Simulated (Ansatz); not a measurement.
# YTl: the cost of one run

Program: Ansatz 0.2.0. Level of theory: DFT LDA, scalar-relativistic, plane waves, PAW. These are calculated values, not measurements.

## 1. The system as given

Symmetry: Pm-3m, No. 221, cubic system. Conventional cell: a = 3.751 Å, b = 3.751 Å, c = 3.751 Å, α = 90.00°, β = 90.00°, γ = 90.00°. Y (site symmetry m-3m) has 8 Tl at 3.25 Å as nearest neighbours. Tl (site symmetry m-3m) is surrounded by 8 Y at 3.25 Å.

As a file:

```
Y Tl
1.0
     3.75100    0.00000    0.00000
     0.00000    3.75100    0.00000
     0.00000    0.00000    3.75100
Y Tl
1 1
Direct
  0.50000 0.50000 0.50000
  0.00000 0.00000 0.00000
```

No relaxation comes first: the listed cell is the starting point.

## 2. The undisturbed cell

Input file input.yaml:

```yaml
crystal:
  lattice:
    - [3.751, 0.0, 0.0]
    - [0.0, 3.751, 0.0]
    - [0.0, 0.0, 3.751]
  atoms:
    - { symbol: "Y", position: [0.5, 0.5, 0.5] }
    - { symbol: Tl, position: [0.0, 0.0, 0.0] }
basis:
  ecutwfc: 420
kpoints:
  mp_grid: { grid: [12, 12, 12] }
hamiltonian:
  xc: lda
scf:
  occupations: { method: gaussian, width: 0.15 }
output:
  forces: true
  stress: true
  eigenvalues: true
```

What time and memory should one allow on 1 thread of an Arm CPU, shared host?

About 4.1 s, with a peak of 0.34 GiB.
